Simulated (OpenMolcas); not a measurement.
# Nd³⁺ among point charges: CASSCF levels and susceptibility

How does a field of 8 point charges split the states of Nd³⁺, and what χT follows?

Program: OpenMolcas 26.06. Level of theory: state-averaged CASSCF, spin-orbit coupling by RASSI with atomic mean-field integrals. These are calculated values, not measurements, unless marked.

## 1. What is computed

| Property | Result |
| --- | --- |
| Species | Nd³⁺ (neodymium, Z = 60, 57 electrons) |
| Basis | ANO-RCC-VDZP [7s6p4d2f1g], 68 functions |
| Scalar Hamiltonian | DKH2, point nucleus |
| Inactive shells | 1s 2s 2p 3s 3p 3d 4s 4p 4d 5s 5p |
| Active space | 3 electrons in 7 orbitals (4f) |
| Some configurations of this space | 4f3 |
| Orbitals | optimised for the highest spin of each parity, averaged over all roots |

Outer shells as boxes (Hund's rule):

4f3
```
4f [↑ ][↑ ][↑ ][  ][  ][  ][  ]
```

The ion sits among 8 point charges of -1.5 e arranged as a cube (Oh), 2.7 Å from the ion.

Each step is its own input file, run in one work folder so that later steps find the files of earlier ones. Labels, J, g values, rates, χT and fits are worked out afterwards by a script from the matrices that RASSI stores. The input lists half of the charges; inversion (Group=XYZ) makes the rest.

## 2. One- and two-electron integrals

a.inp

```
&GATEWAY
Coord
1

Nd 0.0 0.0 0.0
Basis=ANO-RCC-VDZP
Group=XYZ
NoMove
AngMom=0.0 0.0 0.0
AMFI
XField
4 Angstrom 0
1.558846 1.558846 1.558846 -1.500000
1.558846 1.558846 -1.558846 -1.500000
1.558846 -1.558846 1.558846 -1.500000
1.558846 -1.558846 -1.558846 -1.500000
&SEWARD
```

The run is started by

```
> OMP_NUM_THREADS=1 MOLCAS_MEM=2252 MOLCAS_PROJECT=a pymolcas a.inp > a.log
```

## 3. CASSCF: quartets of odd parity, 35 roots

a.inp

```
&RASSCF
FileOrb=start.orb
Symmetry=2
Spin=4
nActEl=3 0 0
Inactive=15 12
Ras2=0 7
CIRoot=35 35 1
SDav=35
CIMx=300
Iter=120 100
PrWF=0.3
OrbListing=Nothing
MaxOrb=0
>>> COPY $Project.JobIph JOB001
```

start.orb holds the contracted functions of the basis, ordered by shell, or the orbitals of the step before.

## 4. CASSCF: doublets of odd parity, 112 roots

a.inp

```
&RASSCF
FileOrb=start.orb
Symmetry=2
Spin=2
nActEl=3 0 0
Inactive=15 12
Ras2=0 7
CIRoot=112 112 1
SDav=112
CIMx=300
Iter=120 100
PrWF=0.3
OrbListing=Nothing
MaxOrb=0
CIOnly
>>> COPY $Project.JobIph JOB002
```

## 5. State interaction with spin-orbit coupling

a.inp

```
&RASSI
NrOfJobIphs=2 35 89
1 2 3 4 5 6 7 8 9 10 11 12 13 14 15 16 17 18 19 20 21 22 23 24 25 26 27
28 29 30 31 32 33 34 35
1 2 3 4 5 6 7 8 9 10 11 12 13 14 15 16 17 18 19 20 21 22 23 24 25 26 27
28 29 30 31 32 33 34 35 36 37 38 39 40 41 42 43 44 45 46 47 48 49 50 51
52 53 54 55 56 57 58 59 60 61 62 63 64 65 66 67 68 69 70 71 72 73 74 75
76 77 78 79 80 81 82 83 84 85 86 87 88 89
IphNames
JOB001
JOB002
EJob
SpinOrbit
DIPRint=1.0
SOCoupling=1000.0
Subsets=2
Property=9
'ANGMOM' 1 'ANGMOM' 2 'ANGMOM' 3 'MLTPL  1' 1 'MLTPL  1' 2 'MLTPL  1' 3
'AMFI' 1 'AMFI' 2 'AMFI' 3
SOProperty=3
'ANGMOM' 1 'ANGMOM' 2 'ANGMOM' 3
```

**Question.** What will these runs give? Wanted: spin-free ground state; first state of the same spin within the active space; lowest level; next level.

As calculated:

```
                                            quantity                            value
                                              method                           CASSCF
                              spin-free ground state  4A1, 1-fold in its orbital part
first state of the same spin within the active space                 4T1 at 20.4 cm⁻¹
                                        lowest level                        4-fold Γ8
                                          next level                        52.2 cm⁻¹
                                         χT at 300 K                   1.69 cm³ K/mol
                           effective moment at 300 K                          3.68 μB
```

**Reading.** The spin-free ground state (4A1) comes to 100 % from free-ion I terms and keeps the highest spin of the shell. The doublets rest on orbitals optimised for another spin in at least one step, which raises them against the optimised states. Not all states of the active space went into the spin-orbit step. High states of lower spin are left out of the spin-orbit mixing, and CASSCF puts spin-flip levels too high. This is an electrostatic model: the charges have no orbitals.
